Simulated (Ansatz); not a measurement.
# W3O: the cost of one run

Program: Ansatz 0.2.0. Level of theory: DFT PBEsol, scalar-relativistic, plane waves, PAW. These are calculated values, not measurements.

3 further runs of the same task are left out: 3 set aside as unsound or not needed. Runs told in other sessions of the task aren't counted.

## Step 1: The starting structure

The structure is cubic, space group Pm-3n (No. 223). Conventional cell: a = 4.831 Å, b = 4.831 Å, c = 4.831 Å, α = 90.00°, β = 90.00°, γ = 90.00°. W (site symmetry -4m2) has 2 W at 2.42 Å and 4 O at 2.70 Å in its first shell of neighbours. O (site symmetry m-3) has 12 W at 2.70 Å in its first shell of neighbours.

As a file:

```cif
data_structure
_symmetry_space_group_name_H-M 'Pm-3n'
_symmetry_Int_Tables_number 223
_cell_length_a 4.8313
_cell_length_b 4.8313
_cell_length_c 4.8313
_cell_angle_alpha 90.000
_cell_angle_beta 90.000
_cell_angle_gamma 90.000
_cell_volume 112.77
loop_
_atom_site_label
_atom_site_type_symbol
_atom_site_symmetry_multiplicity
_atom_site_Wyckoff_symbol
_atom_site_fract_x
_atom_site_fract_y
_atom_site_fract_z
_atom_site_occupancy
W1 W 6 c 0.50000 0.75000 0.00000 1
O1 O 2 a 0.50000 0.50000 0.50000 1
```

It goes back to an entry of the Materials Project, which need not be the stable form.

It is built from the cell relaxed beforehand with the same method (14.10 Å³/atom).

## Step 2: Zero of energy

The cell is repeated 2 times, 16 atoms in all. The reference gives a free energy of -125298.6285 eV, pressure -0.04 GPa, largest force 0.000 eV/Å and gap on the mesh none (metal). It was computed beforehand with the settings of the runs below.

## Step 3: The scan: sliding across a plane

The cut lies on the cell's a–b face, a (1 0 0) plane of area 23.34 Å², between layers 1.21 Å apart (O, W below, W above); the cell is 9.7 Å thick. Vector c is tilted by f times 1·a + 0·b (length 4.831 Å) with the atoms' Cartesian places fixed: one unrelaxed fault per cell.

## Step 4: f = 0.200

input.yaml

```yaml
crystal:
  lattice:
    - [0.0, -4.8313496527, 0.0]
    - [0.0, 0.0, -4.8313496527]
    - [9.6626993054, -0.9662699305, 0.0]
  atoms:
    - { symbol: W, position: [0.2125, 0.0, 0.1875] }
    - { symbol: W, position: [0.1125, 0.0, 0.6875] }
    - { symbol: W, position: [0.4125, 0.25, 0.4375] }
    - { symbol: W, position: [0.3125, 0.25, 0.9375] }
    - { symbol: W, position: [0.9875, 0.5, 0.0625] }
    - { symbol: W, position: [0.8875, 0.5, 0.5625] }
    - { symbol: W, position: [0.7125, 1.0, 0.1875] }
    - { symbol: W, position: [0.6125, 1.0, 0.6875] }
    - { symbol: W, position: [0.4125, 0.75, 0.4375] }
    - { symbol: W, position: [0.3125, 0.75, 0.9375] }
    - { symbol: W, position: [-0.0625, 0.5, 0.3125] }
    - { symbol: W, position: [-0.1625, 0.5, 0.8125] }
    - { symbol: O, position: [0.4625, 0.5, 0.1875] }
    - { symbol: O, position: [0.3625, 0.5, 0.6875] }
    - { symbol: O, position: [-0.0875, 1.0, 0.4375] }
    - { symbol: O, position: [-0.1875, 1.0, 0.9375] }
basis:
  ecutwfc: 420
kpoints:
  mp_grid: { grid: [8, 8, 4] }
hamiltonian:
  xc: pbesol
scf:
  occupations: { method: gaussian, width: 0.15 }
output:
  forces: true
  stress: true
  eigenvalues: true
```

On the command line:

```bash
> ansatz run input.yaml --threads 2 --pin off --max-ram 5120MiB --backend cpu --events-out ev --progress --plain --runs-dir out
```

**Question.** How long does this run take on 2 threads of AMD EPYC 7R43 (Zen 3), shared host, and how much memory does it need?

About 77 s, with a peak of 1.7 GiB.
